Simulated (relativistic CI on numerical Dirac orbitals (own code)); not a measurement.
**Sn¹⁰⁺: one ion under different settings**

Aim: see what numerical and physical settings do to the SCF, the total energy and the lowest levels of Sn¹⁰⁺.

Program: relativistic CI on numerical Dirac orbitals (own code) version 3. Level of theory: Dirac-Coulomb-Breit CI, KLI orbitals optimised for each configuration, model QED (radiative potential, 1s self-energy scaled to tabulated hydrogen-like ionisation energies), numerical settings as typed. These are calculated values, not measurements, unless marked.

## (1) Starting point

| Property | Result |
| --- | --- |
| ion | Sn¹⁰⁺ (Sn XI) |
| nuclear charge | 50 |
| electrons | 40 |
| isotope | A = 120 |

## (2) Usual settings

The run's settings:

```ini
atom Sn  Z=50  charge=10  electrons=40
nucleus A=120  rms_radius_fm=4.6519
hamiltonian dirac-coulomb  breit=on  qed=on  c_scale=1
orbitals kli  potential=per-configuration
slater_scale 1
correlation none
mixing on
grid step=0.0125 r_max=18.3
scf mixing=0.4 start=green max_iterations=150 tolerance=2e-08 node_fill=0.05
configurations
  [Kr] 4d4
  [Ar] 3d10 4s2 4p5 4d5
  [Kr] 4d3 5s
  [Ar] 3d10 4s 4p6 4d5
  [Kr] 4d2 5s2
end
```

Launch:

```console
$ python run_levels.py task.json out
```

One command runs all members of the session, one after another, from task.json.

## (3) Grid step 0.03, end of the grid 54.9

The settings differ from step 2 so:

```diff
@@ -7,3 +7,3 @@
 mixing on
-grid step=0.0125 r_max=18.3
+grid step=0.03 r_max=54.9
 scf mixing=0.4 start=green max_iterations=150 tolerance=2e-08 node_fill=0.05
```

## (4) Slater scale 0.6

The settings differ from step 3 so:

```diff
@@ -4,6 +4,6 @@
 orbitals kli  potential=per-configuration
-slater_scale 1
+slater_scale 0.6
 correlation none
 mixing on
-grid step=0.03 r_max=54.9
+grid step=0.0125 r_max=18.3
 scf mixing=0.4 start=green max_iterations=150 tolerance=2e-08 node_fill=0.05
```

## (5) Tolerance 1e-06

The settings differ from step 4 so:

```diff
@@ -4,3 +4,3 @@
 orbitals kli  potential=per-configuration
-slater_scale 0.6
+slater_scale 1
 correlation none
@@ -8,3 +8,3 @@
 grid step=0.0125 r_max=18.3
-scf mixing=0.4 start=green max_iterations=150 tolerance=2e-08 node_fill=0.05
+scf mixing=0.4 start=green max_iterations=150 tolerance=1e-06 node_fill=0.05
 configurations
```

## (6) Potential mixing 0.9, tolerance 1e-05, iteration limit 20

The settings differ from step 5 so:

```diff
@@ -8,3 +8,3 @@
 grid step=0.0125 r_max=18.3
-scf mixing=0.4 start=green max_iterations=150 tolerance=1e-06 node_fill=0.05
+scf mixing=0.9 start=green max_iterations=20 tolerance=1e-05 node_fill=0.05
 configurations
```

## (7) Node fill 50

The settings differ from step 6 so:

```diff
@@ -8,3 +8,3 @@
 grid step=0.0125 r_max=18.3
-scf mixing=0.9 start=green max_iterations=20 tolerance=1e-05 node_fill=0.05
+scf mixing=0.4 start=green max_iterations=77 tolerance=2e-08 node_fill=50
 configurations
```

(Steps that only read results are left out.)

**Question.** What will these runs give? Wanted: lowest level, usual settings; total energy; first excitation.

**Answer**, as computed:

| setting | total energy less usual (Ha) | largest shift of a level among the lowest eight of both runs, same label and place (cm⁻¹) | SCF iterations | time | lowest level | kind of change |
| --- | --- | --- | --- | --- | --- | --- |
| usual | 0 | 0 | 53 | 0.35 s | 4d4 5D0 | - |
| grid step 0.03, end of the grid 54.9 | 0.000312 | 0.0119 | 53 | 0.21 s | 4d4 5D0 | numerical |
| Slater scale 0.6 | 0.0697 | 9850 | 53 | 0.35 s | 4d4 5D0 | model term |
| tolerance 1e-06 | 0 | 0 | 49 | 0.34 s | 4d4 5D0 | numerical |
| potential mixing 0.9, tolerance 1e-05, iteration limit 20 | 0 | 0 | 35 | 0.31 s | 4d4 5D0 | numerical |
| node fill 50 | 0.813 | 1250 | 59 | 0.37 s | 4d4 5D0 | unsound |

| quantity | value |
| --- | --- |
| lowest level, usual settings | 4d4 5D0 |
| total energy | -6137.7044 Ha |
| first excitation | 2672.7 cm⁻¹ |

**Reading.** Among the runs whose levels can be followed, they move most under «Slater scale 0.6» (model term), by up to 9850 cm⁻¹. No visible change in the result comes from «tolerance 1e-06» or «potential mixing 0.9, tolerance 1e-05, iteration limit 20». Only the listed configurations are in the model.
